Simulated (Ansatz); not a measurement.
Run this with the Ansatz DFT code, driven from Python and show what comes out.

The script, `plus_u_ticuo3.py`:
```python
import warnings

import ansatz as az
from ase import Atoms
import numpy as np


def count_gap(report):
    # lowest empty less highest filled band, counting bands; zero where they overlap
    return max(report.get("gap_by_band_count_ev") or 0.0, 0.0)

warnings.simplefilter("ignore", az.DeckWarning)

atoms = Atoms(
    ["Ti", "Cu", "O", "O", "O"],
    scaled_positions=[
        (0.5, 0.5, 0.5),
        (0.0, 0.0, 0.5),
        (0.5, 0.0, 0.5),
        (0.0, 0.5, 0.5),
        (0.5, 0.5, 0.0),
    ],
    cell=[
        (4.013939, 0.0, 0.0),
        (0.0, 4.013939, 0.0),
        (0.0, 0.0, 3.777672),
    ],
    pbc=True,
)
system = az.Crystal.from_ase(atoms)

setup = (
    system.calculation()
    .functional("pbesol")
    .basis(470)
    .kpoints(6, 6, 7)
    .occupations("fermi_dirac", width=0.05)
    .band_table()
)
rows = []
for u in [2.0, 4.0, 6.0, 8.0]:
    r = setup.hubbard("Ti", "d", u_eff=u).run().report
    shell = r["hubbard"]["n_scf"]
    rows.append((u, count_gap(r), sum(shell) / len(shell), r["n_iterations"]))
print("      U_eff eV  gap by band count eV  Ti d occupation (projector)      iterations")
for row in rows:
    print(f"{str(row[0]):>14s}  {row[1]:20.3f}  {row[2]:27.4f}  {row[3]:14d}")
print("eigenvalues of the first occupation matrix at the last U, by spin:")
for channel in r["hubbard"]["n_eig"][0]:
    print("  ", " ".join(f"{n:.3f}" for n in channel))
```

Running `python plus_u_ticuo3.py` prints:
```text
      U_eff eV  gap by band count eV  Ti d occupation (projector)      iterations
           2.0                 0.000                       2.2786              13
           4.0                 0.000                       2.1925              15
           6.0                 0.000                       2.1023              14
           8.0                 0.000                       2.0079              14
eigenvalues of the first occupation matrix at the last U, by spin:
   0.096 0.174 0.174 0.244 0.316
```

Reading the output:
- The cell holds an odd number of electrons and is run without spin, so a magnetic state may lie lower.
- For a metal this k-point mesh is coarse: on a finer one energies can move by several to tens of meV an atom and pressures by half a GPa or more, differences at one mesh by less.
- A gap by band count of zero or less means overlapping bands, a metal, and at an odd count of electrons it is no gap at all.
- A Hubbard U without spin forces both spins into the same orbitals, which can open a gap or pick a state that a spin-polarised run wouldn't.
- This cell is a computed structure, which may not be the phase found in nature.
- Levels are Kohn-Sham eigenvalues on this mesh.
- Shell occupations and the effect of U depend on the projectors; a run with no .spin step is spin-unpolarised, and each U may end in a state that isn't the lowest.
- The script silences the warnings on its input, which a real study should read.
- Wall time of the script: 35 s on 1 thread of Arm Neoverse V1, with other jobs on the host, peak memory 0.48 GiB.
